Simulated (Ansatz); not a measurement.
**Ag2PdO2 (Immm): one cell, many starting occupations (series 2), part 1 of 2**

DFT+U has many self-consistent solutions. How far apart do the states of Ag2PdO2 (Immm) lie when only the starting occupations change? Cell and atoms stay fixed.

Program: Ansatz 0.2.0. Level of theory: DFT r²SCAN+U (U_eff = 3 eV on Pd d), plane waves, PAW. These are calculated values, not measurements.

**1. The system as given**

It takes space group Immm (No. 71, orthorhombic). Conventional cell: a = 3.008 Å, b = 4.555 Å, c = 9.898 Å, α = 90.00°, β = 90.00°, γ = 90.00°. Around Ag (site symmetry mm2) lie 2 O at 2.28 Å. Pd (site symmetry mmm) has 4 O at 2.03 Å as nearest neighbours. Around O (site symmetry mm2) lie 2 Pd at 2.03 Å and 2 Ag at 2.28 Å.

Structure file:

```cif
data_structure
_symmetry_space_group_name_H-M 'Immm'
_symmetry_Int_Tables_number 71
_cell_length_a 3.0080
_cell_length_b 4.5552
_cell_length_c 9.8977
_cell_angle_alpha 90.000
_cell_angle_beta 90.000
_cell_angle_gamma 90.000
_cell_volume 135.62
loop_
_atom_site_label
_atom_site_type_symbol
_atom_site_symmetry_multiplicity
_atom_site_Wyckoff_symbol
_atom_site_fract_x
_atom_site_fract_y
_atom_site_fract_z
_atom_site_occupancy
Ag1 Ag 4 i 0.50000 0.50000 0.85758 1
Pd1 Pd 2 a 0.00000 0.00000 0.00000 1
O1 O 4 j 0.50000 0.00000 0.86270 1
```

Magnetic order typed: ferromagnetic.

The runs: random orbitals: single harmonics, second filling; random orbitals: fully mixed, first filling; random orbitals: single harmonics, first filling; random orbitals: fully mixed, one electron fewer; random orbitals: drawn by pairs, second filling.

An earlier series on this cell reached its lowest free state from «random orbitals: drawn by pairs, first filling», perhaps among other starts (it ended without moments).

**2. Random orbitals: single harmonics, second filling**

input.yaml

```yaml
crystal:
  lattice:
    - [-1.50401966, 2.27761949, 4.94884889]
    - [1.50401966, -2.27761949, 4.94884889]
    - [1.50401966, 2.27761949, -4.94884889]
  atoms:
    - { symbol: Ag, position: [0.35758, 0.35758, 0.0] }
    - { symbol: Ag, position: [0.64242, 0.64242, 0.0] }
    - { symbol: Pd, position: [0.0, 0.0, 0.0], spin: 0.3 }
    - { symbol: O, position: [0.8627, 0.3627, 0.5] }
    - { symbol: O, position: [0.1373, 0.6373, 0.5] }
basis:
  ecutwfc: 500
  ecutrho_ratio: 4
kpoints:
  mp_grid: { grid: [7, 7, 7] }
hamiltonian:
  xc: r2scan
  hubbard:
    sites:
      - { site: 2, l: d, u_eff: 3.0, starting_ns: [{ spin: up, occupation_matrix: s2up }, { spin: down, occupation_matrix: s2down }] }
    occupation_matrices:
      s2up:
        matrix:
          - [0.97, 0.0, 0.0, 0.0, 0.0]
          - [0.0, 0.97, 0.0, 0.0, 0.0]
          - [0.0, 0.0, 0.02, 0.0, 0.0]
          - [0.0, 0.0, 0.0, 0.97, 0.0]
          - [0.0, 0.0, 0.0, 0.0, 0.97]
      s2down:
        matrix:
          - [0.97, 0.0, 0.0, 0.0, 0.0]
          - [0.0, 0.97, 0.0, 0.0, 0.0]
          - [0.0, 0.0, 0.02, 0.0, 0.0]
          - [0.0, 0.0, 0.0, 0.97, 0.0]
          - [0.0, 0.0, 0.0, 0.0, 0.97]
    ns_hold: { iters: 12 }
scf:
  occupations: { method: gaussian, width: 0.05 }
  lower_state_search: "off"
  max_iter: 150
output:
  forces: true
  stress: true
  eigenvalues: true
  populations: true
  hubbard: { sites: [{ site: 2, l: d }] }
magnetization:
  spin_polarized: true
```

The typed matrices put 0.97 on the chosen orbitals and 0.02 on the others, and are held for 12 cycles.

Run with:

```bash
$ ansatz run input.yaml --threads 4 --pin off --max-ram 6144MiB --backend cpu --events-out ev --progress --plain --runs-dir out
```

What it wrote, shortened:

```text
Warning: RAYON_NUM_THREADS=4 ignored (pool sized by the plan → 4); use --threads N
[...]
Ag: projections on atomic orbitals take those of the free atom [Ar 3d10] 4s2 4p6 4d10 5s1, of charge +0.00 (hamiltonian.pseudopotentials.projection_atoms); the dataset's partial waves leave at most 1.2e-5 of an orbital's norm unspanned inside its sphere
Pd: projections on atomic orbitals take those of the free atom [Ar 3d10] 4s2 4p6 4d10, of charge +0.00 (hamiltonian.pseudopotentials.projection_atoms); the dataset's partial waves leave at most 1.0e-5 of an orbital's norm unspanned inside its sphere
O: projections on atomic orbitals take those of the free atom [He] 2s2 2p4, of charge +0.00 (hamiltonian.pseudopotentials.projection_atoms); the dataset's partial waves leave at most 1.9e-8 of an orbital's norm unspanned inside its sphere
[...]
Pseudopotentials: kind: paw
Pseudopotential: Ag, paw, valence charge 19, recommended cutoff 500 eV (meta_gga), Ag.paw.azcp
Pseudopotential: Pd, paw, valence charge 18, recommended cutoff 500 eV (meta_gga), Pd.paw.azcp
Pseudopotential: O, paw, valence charge 6, recommended cutoff 500 eV (meta_gga), O.paw.azcp
Functional definition: r2SCAN
[...]
Crystal: 5 atoms, lattice volume = 67.811 Å³
Basis set: ecut = 500 eV, 1739 PW (Γ), FFT grids on a1+a3, a2+a3, a3, exchange–correlation on 144×96×180 points (64 copies of the dense FFT grid, shifted against one another)
Bands: 41, of which v1, the nominal top of the filled ones, is band 34 counted from 1 (33 counted from 0)
Symmetry: 8 space group operations
Space group: Immm (ITA 71), of the structure as read, at distance tolerance 4.1e-5 Å
Magnetic group: BNS 71.533 (UNI 631), of the structure as read, at distance tolerance 4.1e-5 Å
[...]
WARN: the starting moments were not kept: the SCF closed with an absolute magnetisation of 1.1e-5 μB, where they sum to 0.3 μB in size (1 site). That is at most 0.1 of that sum. Measured as dr2_m measures the in/out step, that magnetisation stands 5.1e-11 eV from none, at or under the [...]
WARN: hamiltonian.hubbard: on 2 of 2 specified blocks the occupation matrix of this SCF's result fails the test of the specified filling. At site 2 ↑ (sites count from 0 in the list of atoms of the cell that this SCF solves) the least filled combination of the orbitals specified full has [...]
  site 2 (l=d) ↓: largest change of an orbital's occupation 0.9771; electrons 3.9000 specified, 4.3795 found; spectral distance 0.4749
--- Forces (eV/Å), atoms counted from 1 ---
  atom   1  Ag     0.00000000     0.00000000    -0.08009204
  atom   2  Ag     0.00000000     0.00000000     0.08009204
  atom   3  Pd     0.00000000     0.00000000     0.00000000
  atom   4  O      0.00000000     0.00000000    -0.50306969
  atom   5  O      0.00000000     0.00000000     0.50306969
[...]
--- Stress (GPa, compression-positive) ---
        3.107807       0.000000       0.000000
        0.000000      -0.998122       0.000000
        0.000000       0.000000       3.373374
  P = ⅓ Tr σ = 1.8277 GPa (18.277 kbar)
--- Band table (eV; the first three rows and the last of 128) ---
[...]
Occupation matrices written to <dir>
--- Löwdin populations: 5 sites ---
  site symbol       q [e]    m [muB]
     0     Ag     18.4501     0.0000
     1     Ag     18.4501     0.0000
     2     Pd     16.7572    -0.0000
     3      O      6.9689     0.0000
     4      O      6.9689     0.0000
  spilling = 0.005951 (of n_electrons = 68.000000)
--- Occupation matrices: 1 shell (run DFT+U table (all-electron-ortho-atomic); ε = 8.43e-4) ---
  Pd2 d_4D: site group D2h (mmm)
  Pd2 d_4D up     Tr n = 4.3795  λ = 0.489 0.907 0.991 0.996 0.997  [xz 1.00 B2g(1.00) | x2-y2 0.83 Ag(1.00) | z2 0.83 Ag(1.00) | xy 1.00 B1g(1.00) | yz 1.00 B3g(1.00)]
  Pd2 d_4D dn     Tr n = 4.3795  λ = 0.489 0.907 0.991 0.996 0.997  [xz 1.00 B2g(1.00) | x2-y2 0.83 Ag(1.00) | z2 0.83 Ag(1.00) | xy 1.00 B1g(1.00) | yz 1.00 B3g(1.00)]
  specified occupation → Pd2 d_4D up: matrix, ‖Δ‖_F = 1.0916, Tr Δ = -0.4795, displaced = 0.7845, d_λ = 0.4749; orbital distance = 1.4142
  specified occupation → Pd2 d_4D dn: matrix, ‖Δ‖_F = 1.0916, Tr Δ = -0.4795, displaced = 0.7845, d_λ = 0.4749; orbital distance = 1.4142
  Tr n, λ and their labels are of the run-group-symmetrised matrices; stabiliser: 16 of 16 elements of G0×{1,Θ} (closed), max defect 5.7e-6 at τ = 1.8e-4
```

Wall time 40 s (4 threads of Arm Neoverse V1, shared host); peak memory 0.9 GiB.

End state: a gap on the mesh of 0.25 eV, pressure 1.8 GPa, no moment over 0.05 μB in any sphere, largest force component 0.50 eV/Å, 8 symmetry operations imposed. The program reports that the typed filling wasn't kept.

The shells' filling, with natural orbitals sorted by occupation:

| shell | channel | electrons | over 0.8 | 0.2 to 0.8 | under 0.2 |
| --- | --- | --- | --- | --- | --- |
| Pd 4d (atom 3) | up | 4.38 | 4 | 1 | 0 |
| Pd 4d (atom 3) | down | 4.38 | 4 | 1 | 0 |

**3. Random orbitals: fully mixed, first filling**

Edit input.yaml of step 2 so:

```diff
@@ -8,3 +8,3 @@
     - { symbol: Ag, position: [0.64242, 0.64242, 0.0] }
-    - { symbol: Pd, position: [0.0, 0.0, 0.0], spin: 0.3 }
+    - { symbol: Pd, position: [0.0, 0.0, 0.0], spin: 2.0 }
     - { symbol: O, position: [0.8627, 0.3627, 0.5] }
@@ -26,3 +26,3 @@
           - [0.0, 0.97, 0.0, 0.0, 0.0]
-          - [0.0, 0.0, 0.02, 0.0, 0.0]
+          - [0.0, 0.0, 0.97, 0.0, 0.0]
           - [0.0, 0.0, 0.0, 0.97, 0.0]
@@ -31,8 +31,8 @@
         matrix:
-          - [0.97, 0.0, 0.0, 0.0, 0.0]
-          - [0.0, 0.97, 0.0, 0.0, 0.0]
-          - [0.0, 0.0, 0.02, 0.0, 0.0]
-          - [0.0, 0.0, 0.0, 0.97, 0.0]
-          - [0.0, 0.0, 0.0, 0.0, 0.97]
-    ns_hold: { iters: 12 }
+          - [0.9295, 0.15724, 0.10531, 0.01766, -0.02668]
+          - [0.15724, 0.34153, -0.39806, 0.05903, 0.12415]
+          - [0.10531, -0.39806, 0.68978, -0.12202, 0.05709]
+          - [0.01766, 0.05903, -0.12202, 0.06023, -0.13386]
+          - [-0.02668, 0.12415, 0.05709, -0.13386, 0.92896]
+    ns_hold: until_converged
 scf:
```

The typed matrices put 0.97 on the chosen orbitals and 0.02 on the others, and are held until the SCF converges, then released.

Run with:

```bash
$ ansatz run input.yaml --threads 4 --pin off --max-ram 6144MiB --backend cpu --events-out ev --progress --plain --runs-dir out
```

What it wrote, shortened:

```text
Warning: crystal.symmetry: narrowed to the stabiliser of the occupation matrices — unitary ops 8 → 2; lowered by the specified shell (site 2, l: d); largest admitted image defect 4.4e-16, smallest excluded 3.1e-1 — at a splitting's scale: the group the occupation matrices' own texture admits
Warning: RAYON_NUM_THREADS=4 ignored (pool sized by the plan → 4); use --threads N
[...]
Ag: projections on atomic orbitals take those of the free atom [Ar 3d10] 4s2 4p6 4d10 5s1, of charge +0.00 (hamiltonian.pseudopotentials.projection_atoms); the dataset's partial waves leave at most 1.2e-5 of an orbital's norm unspanned inside its sphere
Pd: projections on atomic orbitals take those of the free atom [Ar 3d10] 4s2 4p6 4d10, of charge +0.00 (hamiltonian.pseudopotentials.projection_atoms); the dataset's partial waves leave at most 1.0e-5 of an orbital's norm unspanned inside its sphere
O: projections on atomic orbitals take those of the free atom [He] 2s2 2p4, of charge +0.00 (hamiltonian.pseudopotentials.projection_atoms); the dataset's partial waves leave at most 1.9e-8 of an orbital's norm unspanned inside its sphere
[...]
Pseudopotentials: kind: paw
[...]
WARN: the starting moments were not kept: the SCF closed with an absolute magnetisation of 1.6e-5 μB, where they sum to 2 μB in size (1 site). That is at most 0.1 of that sum. Measured as dr2_m measures the in/out step, that magnetisation stands 1.0e-10 eV from none, at or under the [...]
       -0.000006      -0.998176       0.000001
        0.000000       0.000001       3.373347
  P = ⅓ Tr σ = 1.8277 GPa (18.277 kbar)
--- Band table (eV; the first three rows and the last of 344) ---
[...]
Occupation matrices written to <dir>
--- Löwdin populations: 5 sites ---
  site symbol       q [e]    m [muB]
     0     Ag     18.4501    -0.0000
     1     Ag     18.4501    -0.0000
     2     Pd     16.7572    -0.0000
     3      O      6.9689     0.0000
     4      O      6.9689     0.0000
  spilling = 0.005951 (of n_electrons = 68.000000)
--- Occupation matrices: 1 shell (run DFT+U table (all-electron-ortho-atomic); ε = 7.11e-4) ---
  Pd2 d_4D: site group D2h (mmm)
  Pd2 d_4D up     Tr n = 4.3795  λ = 0.489 0.907 0.991 0.996 0.997  [xz 1.00 B2g(1.00) | x2-y2 0.83 Ag(1.00) | z2 0.83 Ag(1.00) | xy 1.00 B1g(1.00) | yz 1.00 B3g(1.00)]
  Pd2 d_4D dn     Tr n = 4.3795  λ = 0.489 0.907 0.991 0.996 0.997  [xz 1.00 B2g(1.00) | x2-y2 0.83 Ag(1.00) | z2 0.83 Ag(1.00) | xy 1.00 B1g(1.00) | yz 1.00 B3g(1.00)]
  specified occupation → Pd2 d_4D up: matrix, ‖Δ‖_F = 0.4874, Tr Δ = +0.4705, displaced = 0.3095, d_λ = 0.4874; orbital distance = 0.0000
  specified occupation → Pd2 d_4D dn: matrix, ‖Δ‖_F = 1.1697, Tr Δ = -1.4295, displaced = 0.9306, d_λ = 1.0037; orbital distance = 1.0484
  Tr n, λ and their labels are of the run-group-symmetrised matrices; stabiliser: 16 of 16 elements of G0×{1,Θ} (closed), max defect 1.2e-5 at τ = 1.5e-4
```

Wall time 2.2 min (4 threads of Arm Neoverse V1, shared host); peak memory 1.5 GiB.

Result: a gap on the mesh of 0.25 eV, pressure 1.8 GPa, no moment over 0.05 μB in any sphere, largest force component 0.50 eV/Å, 2 symmetry operations imposed. The program reports that the typed filling wasn't kept.

The shells' filling, with natural orbitals sorted by occupation:

| shell | channel | electrons | over 0.8 | 0.2 to 0.8 | under 0.2 |
| --- | --- | --- | --- | --- | --- |
| Pd 4d (atom 3) | up | 4.38 | 4 | 1 | 0 |
| Pd 4d (atom 3) | down | 4.38 | 4 | 1 | 0 |

(Continued in part 2 of 2.)
